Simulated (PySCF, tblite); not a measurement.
**C₆H₁₅NSi: geometry, infrared bands and NMR shifts**

What infrared bands and NMR shifts should C₆H₁₅NSi (`[H]/N=C\C(C)(C)[SiH2]CC`) show?

The runs use tblite 0.8.0 and PySCF 2.14.0, with density-fitted response routines of our own; the level of theory stands in each step. All values are computed, except where a source is named. Atoms are numbered from 0 throughout.

## 1. The starting structure

23 atoms, charge 0, multiplicity 1; geometry from: force field or distance geometry start.

Bonds of the start (Å): C0–C1 1.54, C1–Si2 1.86, Si2–C3 1.98, C3–C4 1.56, C3–C5 1.54, C3–C6 1.53, C6–N7 1.29, C0–H8 1.09, C0–H9 1.09, C0–H10 1.09, C1–H11 1.11, C1–H12 1.08, Si2–H13 1.49, Si2–H14 1.49, C4–H15 1.10, C4–H16 1.09, C4–H17 1.10, C5–H18 1.09, C5–H19 1.11, C5–H20 1.09, C6–H21 1.10, N7–H22 1.03.

## 2. Relaxing the molecule with GFN2-xTB

Job settings and geometry (Å):

```
{"job": {"kind": "relax", "xc": "GFN2-xTB", "basis": "xTB"}, "charge": 0, "multiplicity": 1}
C      3.267500    -0.854500    -0.334500
C      1.744700    -0.927600    -0.154800
Si     0.862500     0.711000    -0.145100
C     -1.085700     0.452500     0.060200
C     -1.392200    -0.216100     1.434600
C     -1.825600     1.801000     0.001200
C     -1.574900    -0.372000    -1.128100
N     -2.105300    -1.544800    -1.059700
H      3.522900    -0.390400    -1.290200
H      3.690500    -1.857100    -0.313700
H      3.727900    -0.269500     0.462500
H      1.538900    -1.445300     0.804100
H      1.325700    -1.559000    -0.929200
H      1.084400     1.424100    -1.435600
H      1.331000     1.574700     0.971600
H     -1.053800     0.411400     2.274200
H     -0.900800    -1.186900     1.532200
H     -2.469600    -0.379600     1.554200
H     -2.905500     1.664300     0.094800
H     -1.500300     2.473100     0.818800
H     -1.641900     2.325500    -0.941900
H     -1.460400     0.083200    -2.123800
H     -2.184800    -1.890900    -0.093200
```

Started as:

```sh
OMP_NUM_THREADS=1 python probes_run.py task.json out
```

One launch serves the whole session: the jobs run in the order shown.

**Question.** This job is followed by: GFN2-xTB harmonic vibrations, gas phase; GIAO PBE0/pcSseg-1 NMR shielding, non-relativistic, gas phase. Predict these results of the whole session: strongest single infrared mode (GFN2-xTB); zero-point energy (GFN2-xTB); 13C shifts against TMS (PBE0/pcSseg-1, means over atoms taken as alike); 1H shifts against TMS (PBE0/pcSseg-1, means over atoms taken as alike); 29Si shifts against TMS (PBE0/pcSseg-1); 15N shifts against NH3 (PBE0/pcSseg-1); surface potential, 1st and 99th percentile.

**Answer**, as computed:

```
                                                               quantity                                    value
                              strongest single infrared mode (GFN2-xTB)                    2217 cm⁻¹, 380 km/mol
                                           zero-point energy (GFN2-xTB)                           122.4 kcal/mol
13C shifts against TMS (PBE0/pcSseg-1, means over atoms taken as alike)         183.1, 35.0, 22.2, 10.1, 3.3 ppm
 1H shifts against TMS (PBE0/pcSseg-1, means over atoms taken as alike)  10.40, 7.91, 3.86, 1.15, 1.06, 0.66 ppm
                                29Si shifts against TMS (PBE0/pcSseg-1)                                -23.0 ppm
                                 15N shifts against NH3 (PBE0/pcSseg-1)                                341.2 ppm
                                  surface potential, 1st and 99th percentile                       -2.01 V and 0.98 V
```

Over 79 steps the energy fell by 0.197 eV; of the close pairs, Si2–C3 changed most, 1.976 to 1.930 Å. All 63 modes are real, so the xTB geometry is a minimum. The strongest single mode, at 2217 cm⁻¹, moves mainly H14. Unscaled tight-binding wavenumbers are off by several per cent, some by more. Its intensities can rank the bands wrongly. At PBE0/pcSseg-1: The largest span, 654 ppm, is at N7, where the paramagnetic term is -399 ppm.
